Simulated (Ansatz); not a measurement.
# AgBi: the cost of one run

Program: Ansatz 0.2.0. Level of theory: DFT PBE, scalar-relativistic, plane waves, PAW. These are calculated values, not measurements.

### 1 The system as given

It takes space group P4/mmm (No. 123, tetragonal). Conventional cell: a = 3.425 Å, b = 3.425 Å, c = 4.489 Å, α = 90.00°, β = 90.00°, γ = 90.00°. Ag (site symmetry 4/mmm) is surrounded by 8 Bi at 3.30 Å and 4 Ag at 3.42 Å. Around Bi (site symmetry 4/mmm) lie 8 Ag at 3.30 Å and 4 Bi at 3.42 Å.

As a file:

```xyz
2
Lattice="3.4249 0.0000 0.0000 0.0000 3.4249 0.0000 0.0000 0.0000 4.4891" Properties=species:S:1:pos:R:3 pbc="T T T"
Ag    1.7125    1.7125    2.2445
Bi    0.0000    0.0000    0.0000
```

This is candidate A: CuAu (L1_0) type (P4/mmm, No. 123).

(A quick probe on a coarse mesh, which set the mesh and smearing, is not shown.)

### 3 Relaxing cell and atoms (candidate A)

The input, input.yaml:

```yaml
crystal:
  lattice:
    - [3.4249105377, 0.0, 0.0]
    - [0.0, 3.4249105377, 0.0]
    - [0.0, 0.0, 4.4890791691]
  atoms:
    - { symbol: Ag, position: [0.5, 0.5, 0.5] }
    - { symbol: Bi, position: [0.0, 0.0, 0.0] }
basis:
  ecutwfc: 420
kpoints:
  mp_grid: { grid: [16, 16, 12] }
hamiltonian:
  xc: pbe
scf:
  occupations: { method: gaussian, width: 0.1 }
output:
  forces: true
  stress: true
  eigenvalues: true
relax:
  adjacent_minimum: "off"
  f_tol: 0.01
  max_steps: 80
  cell: { stress_tol: 0.05 }
```

Run with:

```console
> ansatz run input.yaml --threads 1 --pin off --max-ram 2560MiB --backend cpu --events-out ev --progress --plain --runs-dir out
```

What time and memory should one allow on 1 thread of Arm Neoverse V1, shared host?

About 1.8 min, with a peak of 0.55 GiB.
